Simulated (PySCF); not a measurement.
# [Eu(H2O)]3+: other functionals and bases at one geometry

One table from this session's results is given with a row withheld; the runs are named, their logs left out.

Method: several levels, as the steps say, no spin–orbit coupling; program: PySCF 2.14.0.

1 further run of the same task is left out (for a known fault of the program).

### The system as given

4 atoms, charge 3, spin multiplicity 1.

Bond lengths: Eu1–O2 2.213 Å, O2–H3 1.001 Å, O2–H4 1.001 Å. Angles: Eu1–O2–H3 128.9°, Eu1–O2–H4 128.9°, H3–O2–H4 102.2°.

As a file:

```xyz
4
charge 3, multiplicity 1
Eu    0.0000    0.0000   -0.0847
O     0.0000    0.0000    2.1288
H     0.7792    0.0000    2.7579
H    -0.7792    0.0000    2.7579
```

Formal oxidation states: Eu +3. Each metal's 6 4f electrons lie in its core potential, so multiplicities, spins and levels count the valence alone. An earlier session relaxed this geometry at PBE0, Eu lcecp-1-SVP with ECP52, O def2-SVP, H def2-SVP (singlet, point group C2v).

At PBE0 on the finer grid: E = -110.264331 Eh, HOMO -27.98 eV, LUMO -20.54 eV, Mulliken charge on Eu1 +2.56 e, largest force component 0.002 eV/Å. 

Levels to run: BP86; revPBE; PBE0, TZVP. Hardware: 2 threads of Arm Neoverse V1, shared host.

Set-up of the first run:

Input file run.py (the lines that set the calculation):

```python
mol = gto.M(atom='''
Eu     0.00000     0.00000    -0.08469
O      0.00000     0.00000     2.12880
H      0.77920     0.00000     2.75786
H     -0.77920     0.00000     2.75786''',
    basis={'Eu': 'lcecp-1-SVP', 'O': 'def2-SVP', 'H': 'def2-SVP'},
    ecp={'Eu': 'lcecp-1-SVP'},
    charge=3, spin=0)
mf = dft.RKS(mol, xc='B88,P86')
mf.grids.atom_grid = (75, 302)  # f atoms: unpruned, at least (60, 302)
mf = mf.density_fit()  # fitting sets: Eu AutoAux, O def2-universal-JKFIT, H def2-universal-JKFIT
mf.conv_tol = 1e-08; mf.max_cycle = 55
mf.kernel(dm0)  # dm0: the density of the relaxed state
```

Command:

```
OMP_NUM_THREADS=2 python run.py
```

Among the steps run: BP86; revPBE; PBE0, TZVP.

One table of the session follows, with a row left open; its other results are not shown here.

```
              level  HOMO (eV)  gap (eV)  charge on Eu1 (e)  dipole (D)  largest force component (eV/Å)
PBE0 (relaxed here)     -27.98      7.44               2.56        3.02                            0.00
               BP86     -26.45      4.93               2.51        3.36                            0.54
             revPBE          ?         ?                  ?           ?                               ?
         PBE0, TZVP     -27.96      7.46               2.64        3.08                            0.27
```

**Question.** Estimate the row for revPBE.

The run gave: HOMO (eV): -26.30; gap (eV): 4.75; charge on Eu1 (e): 2.51; dipole (D): 3.35; largest force component (eV/Å): 0.38. In the column «HOMO (eV)» it is the highest.

The dipole of a charged species depends on the origin, so these sizes hold for this origin alone.

In one basis the HOMO–LUMO gap runs from 4.75 eV (revPBE) to 7.44 eV (PBE0). The largest leftover force, 0.54 eV/Å with BP86, stands at a geometry relaxed at another level. With 4f in the core, its levels are missing from HOMO and gap, and its count is fixed, so no charge can pass from the ligands into it. Total energies of different levels can't be compared.
